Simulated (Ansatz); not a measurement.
**B3H3F2: how energies converge with the basis set**

An exercise on one series of results from a longer session: the logs are not shown, and one member is left open.

Program: Ansatz 0.2.0, Gaussian basis. Level of theory: one geometry, several basis sets. These are calculated values, not measurements.

Levels to be run: PBE0-D4/def2-SVP; ωB97M-V/def2-SVP; PBE0-D4/def2-QZVPP; ωB97M-V/def2-QZVPP; the functionals' def2-TZVPP values are taken from earlier runs.

**The geometry**

All runs share one geometry, relaxed beforehand with PBE0-D4 in a triple-zeta def2 set.

SMILES `BB(F)BF`, 8 atoms, charge 0, spin multiplicity 1.

Atoms are counted from 1 here; the program's logs count them from 0.

Bond lengths: B1–B2 1.673 Å, B1–H6 1.199 Å, B1–H7 1.198 Å, B2–F3 1.339 Å, B2–B4 1.727 Å, B4–F5 1.326 Å, B4–H8 1.206 Å. Angles: B2–B1–H6 121.2°, B2–B1–H7 122.1°, H6–B1–H7 116.3°, B1–B2–F3 122.2°, B1–B2–B4 120.8°, F3–B2–B4 116.9°, B2–B4–F5 120.5°, B2–B4–H8 123.6°, F5–B4–H8 115.9°.

The first run:

The input, in.yaml:

```yaml
crystal:
  periodic: [false, false, false]
  atoms:
    - {symbol: B, position_ang: [-0.179088, 1.365801, 0.577168]}
    - {symbol: B, position_ang: [0.566449, -0.106012, 0.299911]}
    - {symbol: F, position_ang: [1.727513, -0.439101, 0.878785]}
    - {symbol: B, position_ang: [-0.161188, -1.286789, -0.728289]}
    - {symbol: F, position_ang: [-0.064198, -1.181324, -2.046041]}
    - {symbol: H, position_ang: [0.031740, 2.312149, -0.127613]}
    - {symbol: H, position_ang: [-1.029284, 1.502565, 1.410698]}
    - {symbol: H, position_ang: [-0.799844, -2.224389, -0.320318]}
basis:
  gaussian: {orbitals: def2-SVP}
hamiltonian: {xc: pbe0, dispersion: d4}
output: {orbitals: {seedname: orbitals}}
```

On the command line:

```bash
> ansatz run in.yaml --threads 2 --pin off --events-out ev --progress --plain --max-ram 4352MiB
```

Among the steps run: PBE0-D4 in def2-SVP; ωB97M-V in def2-SVP; PBE0-D4 in def2-QZVPP; ωB97M-V in def2-QZVPP.

One table of the session follows, with a row left open; its other results are not shown here.

It belongs to the step «Density functionals: the series». 

```
functional       basis  HOMO (eV)  LUMO (eV)
   PBE0-D4    def2-SVP      -7.47      -2.49
   PBE0-D4  def2-TZVPP      -7.56      -2.60
   PBE0-D4  def2-QZVPP          ?          ?
   ωB97M-V    def2-SVP      -9.68      -0.42
   ωB97M-V  def2-TZVPP      -9.79      -0.64
   ωB97M-V  def2-QZVPP      -9.81      -0.70
```

Estimate the missing values for PBE0-D4, def2-QZVPP.

**Answer.** HOMO (eV): -7.57; LUMO (eV): -2.62. In the column «HOMO (eV)» it lies between ωB97M-V, def2-SVP (-9.68) and PBE0-D4, def2-TZVPP (-7.56).
